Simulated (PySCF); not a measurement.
# One shape, several levels: GaH2F (SMILES [H][Ga]([H])[F])

Aim: a comparison of 6 runs (B2PLYP/STO-3G, M06-2X/STO-3G, PBE0/STO-3G, UMP2/STO-3G, NEVPT2(2,2)/STO-3G, CISD/STO-3G) of GaH2F. The job is set up through a Python script.

The calculation is run with PySCF 2.14.0.

15 further runs of the same task are left out: 8 that didn't finish, 7 set aside as unsound or not needed.

### 1 The molecule

GaH2F has 4 atoms, charge 0, and is taken as a singlet. As SMILES, `[H][Ga]([H])[F]`. The Ga1–H3 distance was set to 1.851 Å, away from the relaxed value.

Bond lengths: Ga1–F4 1.732 Å, Ga1–H2 1.543 Å. Angles: H2–Ga1–F4 115.6°.

### 2 The energy at B2PLYP/STO-3G (run 1)

Contents of run.py:

```python
from pyscf import gto, dft, mp

molecule = gto.Mole()
molecule.atom = '''
Ga     0.417526    -0.325725     0.008963
H      3.319521    -0.600151     0.033681
H     -1.507000     2.595690    -0.035867
F     -1.267921    -3.130343     0.015615
'''
molecule.basis = 'sto-3g'
molecule.verbose = 4
molecule.max_memory = 1860
molecule.spin = 0
molecule.unit = 'bohr'
molecule.build()

mf = dft.RKS(molecule, xc='0.53*HF + 0.47*B88, 0.73*LYP')
mf.conv_tol = 1e-10
mf.grids.level = 5
mf.kernel()
if not mf.converged:
    mf = mf.newton().run(mf.mo_coeff, mf.mo_occ)

pt = mp.MP2(mf, frozen=10).run()
e_final = mf.e_tot + 0.27 * pt.e_corr
print('PT2 part  %.8f' % (0.27 * pt.e_corr))
print('E(%s) = %.9f' % ('B2PLYP', e_final))
```

Launch:

```
$ OMP_NUM_THREADS=1 python run.py
```

The log of the run:

```text
PySCF version 2.14.0

[... 116 lines left out ...]
converged SCF energy = -2001.25452383826
[... 1 line left out ...]
******** <class 'pyscf.mp.mp2.RMP2'> ********
nocc = 11, nmo = 15
frozen orbitals 10
E(RMP2) = -2001.42400448394  E_corr = -0.169480645680523
E(SCS-RMP2) = -2001.4249083954  E_corr = -0.170384557148187
E_corr(same-spin) = -0.0380679434635845
E_corr(oppo-spin) = -0.131412702216938
PT2 part  -0.04575977
E(B2PLYP) = -2001.300283613
```

It took 7.2 s on 1 thread of Arm Neoverse V1, shared host; peak memory 0.22 GiB.

### 3 A single-point energy at M06-2X/STO-3G (run 2)

Contents of calc.py:

```python
from pyscf import gto, dft

mol = gto.Mole()
mol.atom = '''
Ga     0.417526    -0.325725     0.008963
H      3.319521    -0.600151     0.033681
H     -1.507000     2.595690    -0.035867
F     -1.267921    -3.130343     0.015615
'''
mol.verbose = 4
mol.spin = 0
mol.charge = 0
mol.basis = 'sto-3g'
mol.max_memory = 1860
mol.unit = 'bohr'
mol.build()

myscf = dft.RKS(mol, xc='m06-2x')
myscf.grids.level = 5
myscf.conv_tol = 1e-10
myscf.kernel()
if not myscf.converged:
    myscf = myscf.newton().run(myscf.mo_coeff, myscf.mo_occ)

e_final = myscf.e_tot
print('E = %.10f Eh' % e_final)
```

Launch:

```
$ OMP_NUM_THREADS=1 python calc.py
```

The log of the run:

```text
PySCF version 2.14.0

[... 54 lines left out ...]
WARN: HOMO 0.16703623515902 == LUMO 0.16721927301915
[... 76 lines left out ...]
converged SCF energy = -2001.68398097453
E = -2001.6839809745 Eh
```

Run time: 13 s. Hardware: 1 thread of Arm Neoverse V1, shared host; peak memory 0.23 GiB.

Runs 3 to 5 aren't shown in full; the table further down has their settings and results.

### 4 The energy at CISD/STO-3G (run 6)

Contents of input.py:

```python
from pyscf import gto, scf, ci

system = gto.Mole()
system.atom = [
    ('Ga', (0.220945, -0.172366, 0.004743)),
    ('H', (1.756615, -0.317586, 0.017823)),
    ('H', (-0.797470, 1.373580, -0.018980)),
    ('F', (-0.670955, -1.656506, 0.008263)),
]
system.max_memory = 1860
system.verbose = 4
system.spin = 0
system.basis = 'sto-3g'
system.build()

mf = scf.RHF(system)
mf.conv_tol = 1e-10
mf.kernel()
if not mf.converged:
    mf = mf.newton().run(mf.mo_coeff, mf.mo_occ)

cisd = ci.CISD(mf, frozen=10)
cisd.kernel()
energy = cisd.e_tot
print(f'total energy: {energy:.8f} hartree')
```

Launch:

```
$ OMP_NUM_THREADS=1 python input.py
```

The log of the run:

```text
PySCF version 2.14.0

[... 70 lines left out ...]
converged SCF energy = -2000.01702517736
[... 1 line left out ...]
******** <class 'pyscf.ci.cisd.RCISD'> ********
CISD nocc = 11, nmo = 15
frozen orbitals 10
max_cycle = 50
direct = 0
conv_tol = 1e-09
max_cycle = 50
max_space = 12
lindep = 0
nroots = 1
Init t2, MP2 energy = -0.073699791554949
RCISD converged
E(RCISD) = -2000.115537504855  E_corr = -0.09851232749717664
total energy: -2000.11553750 hartree
```

Wall time 0.78 s (1 thread of Arm Neoverse V1, shared host); peak memory 0.1 GiB.

### 5 Overview of the runs

| run | level | frozen core orbitals | integration grid | energy (Eh) | dipole moment (D) of the reference | HOMO energy (eV) | LUMO energy (eV) | wall time |
| --- | --- | --- | --- | --- | --- | --- | --- | --- |
| 1 | B2PLYP/STO-3G | 10 | 5 | -2001.300284 | 0.22 | -3.77 | 2.42 | 7.2 s |
| 2 | M06-2X/STO-3G | – | 5 | -2001.683981 | 0.05 | -4.56 | 1.77 | 13 s |
| 3 | PBE0/STO-3G | – | 5 | -2001.463076 | 0.15 | -2.14 | 0.69 | 20 s |
| 4 | UMP2/STO-3G | 10 | – | -2000.090725 | 0.81 | -7.15 | 5.17 | 0.88 s |
| 5 | NEVPT2(2,2)/STO-3G | – | – | -2000.095221 | 0.81 | -7.15 | 5.17 | 1.9 s |
| 6 | CISD/STO-3G | 10 | – | -2000.115538 | 0.81 | -7.15 | 5.17 | 0.78 s |

### 6 Results

| quantity | value |
| --- | --- |
| run 6: total energy | -2000.11554 Eh |
| run 6: dipole moment (Hartree–Fock density) | 0.81 D |
| run 6: HOMO energy (Hartree–Fock orbitals) | -7.15 eV |
| run 6: LUMO energy (Hartree–Fock orbitals) | 5.17 eV |
| run 6: HOMO–LUMO gap (Hartree–Fock orbitals) | 12.32 eV |
| run 6: correlation energy (10 core orbitals frozen) | -98.5 mEh |

Over runs 1, 2, 3 the dipole moment (its size) runs from 0.05 D (M06-2X/STO-3G) to 0.22 D (B2PLYP/STO-3G). A double hybrid's value is that of its SCF part. Over runs 1, 2, 3 the HOMO–LUMO gap runs from 2.83 eV (PBE0/STO-3G) to 6.33 eV (M06-2X/STO-3G). Totals of different functionals can't be ranked against each other. In runs 1, 2, 3, 4, 5, 6 the basis is minimal, so the values are rough. All runs together took 43 s, the longest 20 s.
